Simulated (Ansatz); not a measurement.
# CsLiCr2Te2S3 in Ansatz: the effect of functional

CsLiCr2Te2S3:

```
Cs Li Cr Te S
1.0
     3.60358    0.00000    0.00000
    -1.80179    3.12079    0.00000
     0.00000    0.00000   19.06651
Cs Li Cr Te S
1 1 2 2 3
Direct
  0.00000 0.00000 0.37399
  0.66667 0.33333 0.01607
  0.00000 0.00000 0.86637
  0.33333 0.66667 0.16833
  0.33333 0.66667 0.53891
  0.66667 0.33333 0.77276
  0.00000 0.00000 0.10030
  0.33333 0.66667 0.92920
  0.66667 0.33333 0.23408
```

The cell was built by a generator and needn't be a form met in nature.

Alike in all runs:

| Quantity | Value |
| --- | --- |
| Program | Ansatz 0.2.0 |
| Task | band structure |
| Potentials or basis | Ansatz PAW |
| k mesh | 9 × 9 × 2 |
| Occupations | fermi-dirac, width 0.05 eV |
| Spin | collinear spin, ferromagnetic start |
| Starting moments | [0.0, 0.0, 3.0, 3.0, 0.0, 0.0, 0.0, 0.0, 0.0] μB |

Question: One run gave: pressure 0.2 GPa; moment 5.63 μB; largest force 0.23 eV/Å. Which functional did it use?
A. r2SCAN
B. RPBE
C. revPBE

Answer: A.

```tsv
functional	cutoff	pressure (GPa)	moment (μB)	largest force (eV/Å)
r2SCAN	500 eV (not typed: the program's choice for these potentials)	0.2	5.63	0.23
RPBE	420 eV (not typed: the program's choice for these potentials)	2.1	5.65	0.14
revPBE	420 eV (not typed: the program's choice for these potentials)	1.6	5.65	0.09
```

Caveats: only a ferromagnetic start was run, and an antiferromagnetic order may lie lower in energy; the PAW data sets come from PBE, with cores solved anew for the run's functional, which leaves a small shift of forces and pressure; the magnetic or orbital state may not be the lowest (some runs).
